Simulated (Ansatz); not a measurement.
# C (Diamond): the cost of one run

Method: DFT LDA, all-electron LAPW, scalar-relativistic unless said, in Ansatz 0.2.0.

### 1 Starting point

It takes space group Fd-3m (No. 227, cubic). Conventional cell: a = 3.532 Å, b = 3.532 Å, c = 3.532 Å, α = 90.00°, β = 90.00°, γ = 90.00°. Around C (site symmetry -43m) lie 4 C at 1.53 Å.

Structure file:

```
CELL_PARAMETERS angstrom
1.76587 1.76587 0.00000
-1.76587 1.76587 0.00000
0.00000 1.76587 1.76587
ATOMIC_POSITIONS crystal
C 0.50000 0.50000 0.00000
C 0.75000 0.25000 0.50000
```

Cartesian axes are those of the input's lattice vectors. The structure goes back to a database entry.

### 2 Reference run, fine mesh, LAPW

The input, input.yaml:

```yaml
crystal:
  lattice:
    - [1.76587385799, 1.76587385799, 0.0]
    - [-1.76587385799, 1.76587385799, 0.0]
    - [0.0, 1.76587385799, 1.76587385799]
  atoms:
    - { symbol: C, position: [0.5, 0.5, 0.0] }
    - { symbol: C, position: [0.75, 0.25, 0.5] }
kpoints:
  mp_grid: { grid: [12, 12, 12] }
scf:
  occupations: { method: fixed }
hamiltonian:
  xc: lda
  pseudopotentials: { kind: all_electron, lapw: { basis_error: 0.001 } }
output:
  forces: true
  stress: true
  eigenvalues: true
  eigenstates:
    nscf_kmesh: { grid: [18, 18, 18] }
    de_dk: true
    e_range: [-9, 14.17343363907]
checkpoint:
  write: ck
  write_wavefunctions: false
```

Run with:

```sh
$ ansatz run input.yaml --threads 1 --pin off --max-ram 3072MiB --backend cpu --events-out ev --progress --plain --runs-dir out
```

What time and memory should one allow on 1 thread of Arm Neoverse V2, shared host?

About 9.4 s, with a peak of 0.24 GiB.
